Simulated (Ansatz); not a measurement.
**CH₇BO₄: up Jacob's ladder to CCSD(T)**

The task here is to estimate one member of a computed series from the others.

The runs use Ansatz 0.2.0, Gaussian basis; functionals in def2-TZVPP, the program's frozen cores in correlated methods.

The runs, in order: LDA (SPW92), PBE-D4, revPBE-D4, BLYP-D4, r2SCAN-D4, B97M-V, PBE0-D4, B3LYP-D4, r2SCANh-D4, r2SCAN0-D4, HSE06-D4, BHLYP-D4, CAM-B3LYP-D4, LC-ωPBE, ωB97X-V, ωB97M-V, B2PLYP, PBE-QIDH; CCSD(T)/def2-SVP; CCSD(T)/def2-TZVPP; MP2/def2-QZVPP; extrapolation to the limit; RPA on PBE.

## The relaxed structure

All runs share one geometry, relaxed beforehand with PBE0-D4 in a triple-zeta def2 set.

13 atoms, charge 0, spin multiplicity 1.

Atoms are counted from 1 here; the program's logs count them from 0.

Bond lengths: C1–O2 1.422 Å, C1–H7 1.094 Å, C1–H8 1.089 Å, C1–H9 1.094 Å, O2–H10 0.960 Å, B3–O4 1.365 Å, B3–O5 1.375 Å, B3–O6 1.366 Å, O4–H11 0.959 Å, O5–H12 0.965 Å, O6–H13 0.964 Å. Angles: O2–C1–H7 111.4°, O2–C1–H8 106.8°, O2–C1–H9 111.4°, H7–C1–H8 108.8°, H7–C1–H9 109.6°, H8–C1–H9 108.7°, C1–O2–H10 109.5°, O4–B3–O5 118.9°, O4–B3–O6 117.3°, O5–B3–O6 123.7°, B3–O4–H11 111.0°, B3–O5–H12 112.0°, B3–O6–H13 111.6°.

Geometry (Å):

```xyz
13
charge 0, multiplicity 1
C     1.3483   -1.1889    1.1378
O     1.3188    0.1510    0.6641
B    -1.4852    0.7706   -0.9125
O    -2.6930    0.8990   -1.5351
O    -0.3917    0.3885   -1.6542
O    -1.4409    1.0248    0.4290
H     2.1890   -1.7447    0.7128
H     0.4191   -1.6569    0.8152
H     1.3994   -1.2256    2.2296
H     2.1208    0.6042    0.9337
H    -2.6203    0.6995   -2.4703
H     0.4063    0.3265   -1.1160
H    -0.5501    0.9170    0.7806
```

The first run:

File in.yaml:

```yaml
crystal:
  periodic: [false, false, false]
  atoms:
    - {symbol: C, position_ang: [1.348331, -1.188950, 1.137812]}
    - {symbol: O, position_ang: [1.318765, 0.150984, 0.664079]}
    - {symbol: B, position_ang: [-1.485239, 0.770565, -0.912547]}
    - {symbol: O, position_ang: [-2.693008, 0.898993, -1.535103]}
    - {symbol: O, position_ang: [-0.391722, 0.388498, -1.654199]}
    - {symbol: O, position_ang: [-1.440872, 1.024823, 0.429038]}
    - {symbol: H, position_ang: [2.188966, -1.744712, 0.712842]}
    - {symbol: H, position_ang: [0.419100, -1.656851, 0.815224]}
    - {symbol: H, position_ang: [1.399401, -1.225585, 2.229591]}
    - {symbol: H, position_ang: [2.120822, 0.604241, 0.933743]}
    - {symbol: H, position_ang: [-2.620336, 0.699520, -2.470311]}
    - {symbol: H, position_ang: [0.406330, 0.326532, -1.115993]}
    - {symbol: H, position_ang: [-0.550138, 0.917042, 0.780623]}
basis:
  gaussian: {orbitals: def2-TZVPP}
hamiltonian: {xc: lda}
output: {orbitals: {seedname: orbitals}}
```

The run is started by

```bash
ansatz run in.yaml --threads 4 --pin off --events-out ev --progress --plain --max-ram 11315MiB
```

Steps of the session up to this table: LDA; PBE-D4 (GGA); revPBE-D4 (GGA); BLYP-D4 (GGA); r2SCAN-D4 (meta-GGA); B97M-V (meta-GGA); B3LYP-D4 (hybrid); r2SCANh-D4 (hybrid); r2SCAN0-D4 (hybrid); HSE06-D4 (hybrid); BHLYP-D4 (hybrid); CAM-B3LYP-D4 (range-separated); LC-ωPBE (range-separated); ωB97X-V (range-separated); ωB97M-V (range-separated); B2PLYP (double hybrid); PBE-QIDH (double hybrid).

One of the session's tables, all rows but one given; the rest of the session is left out.

It belongs to the step «Orbital energies across the functionals». 

```
  functional  HOMO (eV)  gap (eV)
 LDA (SPW92)      -7.12      6.15
      PBE-D4      -6.92      6.14
   revPBE-D4          ?         ?
     BLYP-D4      -6.82      5.99
   r2SCAN-D4      -7.32      7.25
      B97M-V      -7.41      6.91
     PBE0-D4      -8.66      8.78
    B3LYP-D4      -8.38      8.11
  r2SCANh-D4      -7.97      8.17
  r2SCAN0-D4      -8.96      9.54
    HSE06-D4      -8.25      8.00
    BHLYP-D4     -10.35     11.10
CAM-B3LYP-D4     -10.18     11.05
     LC-ωPBE     -11.58     13.82
     ωB97X-V     -11.22     13.26
     ωB97M-V     -11.15     12.71
```

Estimate the missing values for revPBE-D4.

The run gave: HOMO (eV): -6.84; gap (eV): 6.15. In the column «HOMO (eV)» it lies between PBE-D4 (-6.92) and BLYP-D4 (-6.82).
